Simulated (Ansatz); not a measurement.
**SiH₃Cl + NH₃ + NH₃: a complex and its separated parts**

The complex below is one end of an elementary step. How strongly is it bound against its free parts?

Method: PBE0-D4/def2-TZVP structures, single points in def2-TZVPP, no counterpoise correction; program: Ansatz 0.2.0, Gaussian basis.

Levels: SPW92, PBE-D4, BLYP-D4, r2SCAN-D4, B97M-V, PBE0-D4, B3LYP-D4, r2SCAN0-D4, BHLYP-D4, CAM-B3LYP-D4, wB97X-V, wB97M-V, B2PLYP, PBE-QIDH, RPA on PBE, Hartree-Fock, MP2, CCSD, CCSD(T).

Correlated methods freeze the cores. B3LYP uses VWN-RPA correlation. B2PLYP carries no dispersion term here.

113 further runs of the same task are left out: 113 set aside as unsound or not needed.

## Step 1: Starting geometry

The complex: 13 atoms, charge 0, spin multiplicity 1.

Atoms are counted from 1 here; the program's logs count them from 0.

Bond lengths: Si1–H2 1.482 Å, Si1–H3 1.480 Å, Si1–H4 1.483 Å, Si1–Cl5 2.151 Å, H6–N7 1.029 Å, N7–H10 1.014 Å, N7–H11 1.014 Å, H8–N9 1.013 Å, N9–H12 1.013 Å, N9–H13 1.014 Å. Angles: H2–Si1–H3 118.5°, H2–Si1–H4 117.9°, H2–Si1–Cl5 97.5°, H3–Si1–H4 118.4°, H3–Si1–Cl5 98.1°, H4–Si1–Cl5 97.4°, H6–N7–H10 108.9°, H6–N7–H11 108.8°, H10–N7–H11 107.8°, H8–N9–H12 107.1°, H8–N9–H13 106.7°, H12–N9–H13 107.2°.

Geometry (Å):

| atom | x (Å) | y (Å) | z (Å) |
| --- | --- | --- | --- |
| Si1 | -1.5669 | -0.5811 | 0.3195 |
| H2 | -0.9456 | -1.1870 | -0.8820 |
| H3 | -1.8140 | -1.4431 | 1.4970 |
| H4 | -1.3814 | 0.8739 | 0.5376 |
| Cl5 | -3.5842 | -0.4960 | -0.4211 |
| H6 | 1.0722 | -0.0529 | 0.3884 |
| N7 | 0.5257 | -0.6328 | 1.0390 |
| H8 | 1.7134 | 0.6494 | -1.9995 |
| N9 | 1.5366 | 1.1677 | -1.1470 |
| H10 | 0.9089 | -1.5711 | 1.0442 |
| H11 | 0.6216 | -0.2541 | 1.9743 |
| H12 | 2.2583 | 1.8744 | -1.0722 |
| H13 | 0.6555 | 1.6526 | -1.2781 |

Its parts: SiH₃Cl holds atoms 1, 2, 3, 4, 5; NH₃ holds atoms 6, 7, 10, 11; NH₃ holds atoms 8, 9, 12, 13. Each part counts its atoms afresh in its own runs.

## Step 2: Relaxing SiH₃Cl alone

relax-a/in.yaml

```yaml
crystal:
  periodic: [false, false, false]
  atoms:
    - {symbol: Si, position_ang: [-1.566944, -0.581075, 0.319524]}
    - {symbol: H, position_ang: [-0.945628, -1.187047, -0.882029]}
    - {symbol: H, position_ang: [-1.814042, -1.443069, 1.496971]}
    - {symbol: H, position_ang: [-1.381369, 0.873900, 0.537625]}
    - {symbol: Cl, position_ang: [-3.584206, -0.495954, -0.421061]}
basis:
  gaussian: {orbitals: def2-TZVP}
hamiltonian: {xc: pbe0, dispersion: d4}
relax: {f_tol: 0.005, max_steps: 200}
```

On the command line:

```
> ansatz run in.yaml --threads 8 --pin off --events-out ev --progress --plain --max-ram 19148MiB
```

After this run come: Relaxing NH₃ alone; Relaxing NH₃ alone; SPW92/def2-TZVPP; PBE-D4/def2-TZVPP; BLYP-D4/def2-TZVPP; r2SCAN-D4/def2-TZVPP; B97M-V/def2-TZVPP; PBE0-D4/def2-TZVPP; B3LYP-D4/def2-TZVPP; r2SCAN0-D4/def2-TZVPP; BHLYP-D4/def2-TZVPP; CAM-B3LYP-D4/def2-TZVPP; wB97X-V/def2-TZVPP; wB97M-V/def2-TZVPP; B2PLYP/def2-TZVPP; PBE-QIDH/def2-TZVPP; RPA on PBE/def2-TZVPP; CCSD(T)/def2-TZVPP; Vibrations of SiH₃Cl; Vibrations of NH₃; Vibrations of NH₃.

What does the calculation give? Wanted: complex less parts, CCSD(T)/def2-TZVPP; with zero-point energy; largest T1 diagnostic.

The runs gave:

```
                              quantity           value
complex less parts, CCSD(T)/def2-TZVPP  -12.8 kcal/mol
                with zero-point energy   -8.1 kcal/mol
                 largest T1 diagnostic           0.009
```

In words: At CCSD(T) the complex lies 12.8 kcal/mol below its parts. Among the functionals BHLYP-D4 lands nearest to CCSD(T) (-0.3 kcal/mol) and SPW92 farthest (-12.0 kcal/mol). By rung, the mean size of the error is: LDA 12.0, GGA 2.1, meta-GGA 1.4, hybrid 1.6, range-separated hybrid 1.3, double hybrid 1.6 kcal/mol. PBE-D4 gives a relative energy 3.8 kcal/mol too low, outside chemical accuracy (1 kcal/mol). No counterpoise was applied, and triple zeta lacks some correlation, so the CCSD(T) reference has a basis error of its own, and close matches with it are partly luck.
